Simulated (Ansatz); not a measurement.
# WSe2: relaxation

Aim: relax WSe2.

Program: Ansatz 0.2.0. Level of theory: DFT PBEsol+D3(BJ), scalar-relativistic, plane waves, PAW. These are calculated values, not measurements.

### Step 1. The system as given

The structure is hexagonal, space group P-6m2 (No. 187). The conventional cell has a = 3.318 Å, b = 3.318 Å, c = 16.658 Å, α = 90.00°, β = 90.00°, γ = 120.00°. Around W (site symmetry -6m2) lie 6 Se at 2.54 Å. Se (site symmetry 3m) has 3 W at 2.54 Å as nearest neighbours.

Coordinates:

```xyz
3
Lattice="3.3179 0.0000 0.0000 -1.6590 2.8734 0.0000 0.0000 0.0000 16.6581" Properties=species:S:1:pos:R:3 pbc="T T T"
W     0.0000    0.0000    0.0000
Se    0.0000    1.9156    1.6623
Se    0.0000    1.9156   14.9959
```

Source of the structure: the Materials Project (structure only).

(A quick probe on a coarse mesh, which set the mesh and smearing, is not shown.)

### Step 3. Relaxing cell and atoms

Contents of input.yaml:

```yaml
crystal:
  lattice:
    - [3.3179375931, 0.0, 0.0]
    - [-1.6589687966, 2.8734182438, 0.0]
    - [0.0, 0.0, 16.65814242]
  atoms:
    - { symbol: W, position: [0.0, 0.0, 0.0] }
    - { symbol: Se, position: [0.33333333, 0.66666667, 0.09978652] }
    - { symbol: Se, position: [0.33333333, 0.66666667, 0.90021348] }
basis:
  ecutwfc: 420
kpoints:
  mp_grid: { grid: [9, 9, 2] }
hamiltonian:
  xc: pbesol
  pseudopotentials: { kind: paw, azcp: { folder: soft_1 } }
  dispersion: d3bj
scf:
  occupations: { method: gaussian, width: 0.02 }
output:
  forces: true
  stress: true
  eigenvalues: true
relax:
  adjacent_minimum: "off"
  f_tol: 0.005
  max_steps: 80
  cell: { stress_tol: 0.05 }
```

Run with:

```console
ansatz run input.yaml --threads 4 --pin off --max-ram 8192MiB --backend cpu --events-out ev --progress --plain --runs-dir out
```

**Question.** What will these runs give? Wanted: relaxed cell; volume; gap on the mesh.

As calculated:

| quantity | value |
| --- | --- |
| relaxed cell | a = 3.241 Å, b = 3.241 Å, c = 16.641 Å, α = 90.00°, β = 90.00°, γ = 120.00° |
| space group (0.01 Å) | P-6m2 (No. 187) |
| volume | 50.45 Å³/atom |
| gap on the mesh | 1.73 eV |

**Reading.** Relaxation lowered the volume by 4.7 %. The shape changed too: the edges of the input's cell moved by -2.3, -2.3, -0.1 %. These runs have no spin-orbit coupling; with W it would split and shift bands.

These are semilocal Kohn-Sham gaps, which aren't the measured quantity. Such gaps usually fall short of the measured ones.
